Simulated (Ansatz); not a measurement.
# C₃H₇Br: basis-set convergence

Aim: see how fast density functionals converge with the basis set for C₃H₇Br.

Method: one geometry, several basis sets; program: Ansatz 0.2.0, Gaussian basis.

The runs, in order: PBE0-D4/def2-SVP; ωB97M-V/def2-SVP; PBE0-D4/def2-QZVPP; ωB97M-V/def2-QZVPP; the functionals' def2-TZVPP values are taken from earlier runs.

**1. The geometry**

The geometry comes from an earlier relaxation with PBE0-D4 in a triple-zeta def2 set; it is a stationary point, not always the lowest conformer.

11 atoms, charge 0, spin multiplicity 1.

Atoms are counted from 1 here; the program's logs count them from 0.

Bond lengths: C1–C2 1.509 Å, C1–H5 1.090 Å, C1–H6 1.092 Å, C1–H7 1.095 Å, C2–C3 1.509 Å, C2–Br4 1.969 Å, C2–H8 1.090 Å, C3–H9 1.095 Å, C3–H10 1.092 Å, C3–H11 1.090 Å. Angles: C2–C1–H5 111.6°, C2–C1–H6 110.9°, C2–C1–H7 109.2°, H5–C1–H6 108.5°, H5–C1–H7 108.4°, H6–C1–H7 108.2°, C1–C2–C3 113.6°, C1–C2–Br4 109.2°, C1–C2–H8 110.7°, C3–C2–Br4 109.2°, C3–C2–H8 110.7°, Br4–C2–H8 103.0°, C2–C3–H9 109.2°, C2–C3–H10 110.9°, C2–C3–H11 111.6°, H9–C3–H10 108.2°, H9–C3–H11 108.4°, H10–C3–H11 108.5°.

**2. PBE0-D4 in def2-SVP**

in.yaml

```yaml
crystal:
  periodic: [false, false, false]
  atoms:
    - {symbol: C, position_ang: [-0.462174, 0.963277, -0.718096]}
    - {symbol: C, position_ang: [0.007439, -0.424685, -0.357212]}
    - {symbol: C, position_ang: [0.643411, -0.510736, 1.008567]}
    - {symbol: Br, position_ang: [-1.519673, -1.665675, -0.438788]}
    - {symbol: H, position_ang: [-0.920608, 0.987677, -1.706799]}
    - {symbol: H, position_ang: [-1.189689, 1.328962, 0.009413]}
    - {symbol: H, position_ang: [0.394401, 1.645288, -0.717510]}
    - {symbol: H, position_ang: [0.681021, -0.813877, -1.120753]}
    - {symbol: H, position_ang: [1.519733, 0.144945, 1.040241]}
    - {symbol: H, position_ang: [-0.053932, -0.185541, 1.783316]}
    - {symbol: H, position_ang: [0.965371, -1.526535, 1.238319]}
basis:
  gaussian: {orbitals: def2-SVP}
hamiltonian: {xc: pbe0, dispersion: d4}
output: {orbitals: {seedname: orbitals}}
```

On the command line:

```
ansatz run in.yaml --threads 4 --pin off --events-out ev --progress --plain --max-ram 10444MiB
```

After this run come: ωB97M-V in def2-SVP; PBE0-D4 in def2-QZVPP; ωB97M-V in def2-QZVPP.

**Question.** What will the summary of the whole plan be? Wanted: PBE0-D4: double and triple zeta above quadruple; ωB97M-V: double and triple zeta above quadruple.

The runs gave:

| quantity | value |
| --- | --- |
| PBE0-D4: double and triple zeta above quadruple | 13.64, 1.62 eV |
| ωB97M-V: double and triple zeta above quadruple | 13.81, 1.57 eV |

**Reading.** For PBE0-D4 the step from double to triple zeta gains 12.03 eV and the next only 1.62 eV. These are total energies; as a rule much of such shifts cancels in differences, which this series doesn't test. The LUMO of ωB97M-V is positive and keeps falling with the basis (2.52 to 1.77 eV): an unbound level that the basis holds in place.
